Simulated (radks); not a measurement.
**Ni³⁺ in [Ar] 3d7: an all-electron calculation**

An exercise on one series of results from a longer session: the logs are not shown, and one member is left open.

The numbers are computed with radks (a radial shooting solver on a logarithmic mesh, Libxc functionals) version 1 (non-relativistic Kohn-Sham, BLYP, spin-polarised, spherical densities, point nucleus; open shells are filled with parallel spins first), except any that are marked as measured or tabulated.

## The system

```
element       : nickel (Z = 28)
charge        : +3
electrons     : 25
configuration : [Ar] 3d7
```

Outer shells as boxes (Hund's rule):

Ni³⁺
```
[Ar] core
3d [↑↓][↑↓][↑ ][↑ ][↑ ]
```

The first run:

The run's settings:

```text
Z 28
configuration [Ar] 3d7
relativity non-relativistic
functional b88,lyp
spin polarised
nucleus point
```

Command:

```bash
$ python run_ks.py task.json out
```

The same process makes all the runs of this session.

Steps of the session up to this table: Self-consistent calculation.

One table of the session follows, with a row left open; its other results are not shown here.

It belongs to the step «Orbitals and density». Radial moments (bohr):

| level | <r> | outermost maximum (interpolated) | 90 % within | nodes |
| --- | --- | --- | --- | --- |
| 1s down | 0.05483 | 0.0361 | 0.0976 | 0 |
| 1s up | 0.05483 | 0.0361 | 0.0976 | 0 |
| 2s up | 0.2485 | 0.208 | 0.384 | 1 |
| 2s down | 0.2482 | 0.208 | 0.384 | 1 |
| 2p up | 0.2168 | 0.166 | 0.354 | 0 |
| 2p down | 0.2165 | 0.166 | 0.354 | 0 |
| 3s up | 0.7438 | 0.646 | 1.11 | 2 |
| 3s down | 0.7464 | 0.646 | 1.12 | 2 |
| 3p up | 0.7714 | 0.647 | 1.19 | 1 |
| 3p down | ? | ? | ? | ? |
| 3d up | 0.8853 | 0.614 | 1.49 | 0 |
| 3d down | 0.9082 | 0.620 | 1.54 | 0 |

Estimate the missing values for 3p down.

As computed: <r>: 0.7757; outermost maximum (interpolated): 0.648; 90 % within: 1.19; nodes: 1. In the column «<r>» it lies between 3p up (0.7714) and 3d up (0.8853).

Caveats from the session: Open shells are spherical and high-spin; term and fine-structure splittings are not resolved.
